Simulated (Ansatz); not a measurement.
# Pd (Palladium): the cost of one run

Program: Ansatz 0.2.0. Level of theory: DFT PBE+D3(BJ), scalar-relativistic, plane waves, PAW. These are calculated values, not measurements.

1 further run of the same task is left out (set aside as unsound or not needed).

### Step 1. The starting structure

The structure is cubic, space group Fm-3m (No. 225). The conventional cell has a = 3.893 Å, b = 3.893 Å, c = 3.893 Å, α = 90.00°, β = 90.00°, γ = 90.00°. Pd (site symmetry m-3m) is surrounded by 12 Pd at 2.75 Å.

Structure file:

```cif
data_structure
_symmetry_space_group_name_H-M 'P 1'
_symmetry_Int_Tables_number 1
_cell_length_a 2.7528
_cell_length_b 2.7528
_cell_length_c 2.7528
_cell_angle_alpha 60.000
_cell_angle_beta 60.000
_cell_angle_gamma 60.000
_cell_volume 14.75
loop_
_atom_site_label
_atom_site_type_symbol
_atom_site_fract_x
_atom_site_fract_y
_atom_site_fract_z
_atom_site_occupancy
Pd1 Pd 0.00000 0.00000 0.00000 1
```

The structure comes from the Crystallography Open Database.

(A quick probe on a coarse mesh, which set the mesh and smearing, is not shown.)

### Step 3. Full relaxation

The input, input.yaml:

```yaml
crystal:
  lattice:
    - [0.0, 1.9465, 1.9465]
    - [1.9465, 0.0, 1.9465]
    - [1.9465, 1.9465, 0.0]
  atoms:
    - { symbol: Pd, position: [0.0, 0.0, 0.0] }
basis:
  ecutwfc: 420
kpoints:
  mp_grid: { grid: [18, 18, 18] }
hamiltonian:
  xc: pbe
  dispersion: d3bj
scf:
  occupations: { method: gaussian, width: 0.1 }
output:
  forces: true
  stress: true
  eigenvalues: true
  write_density: true
  write_potential: true
  elf: true
  volumetric_format: npy
relax:
  adjacent_minimum: "off"
  f_tol: 0.005
  max_steps: 80
  cell: { stress_tol: 0.05 }
```

On the command line:

```console
$ ansatz run input.yaml --threads 4 --pin off --max-ram 10240MiB --backend cpu --events-out ev --progress --plain --runs-dir out
```

**Question.** How long does this run take on 4 threads of Intel Xeon 6975P-C (Granite Rapids), shared host, and how much memory does it need?

About 2.3 s, with a peak of 0.4 GiB.
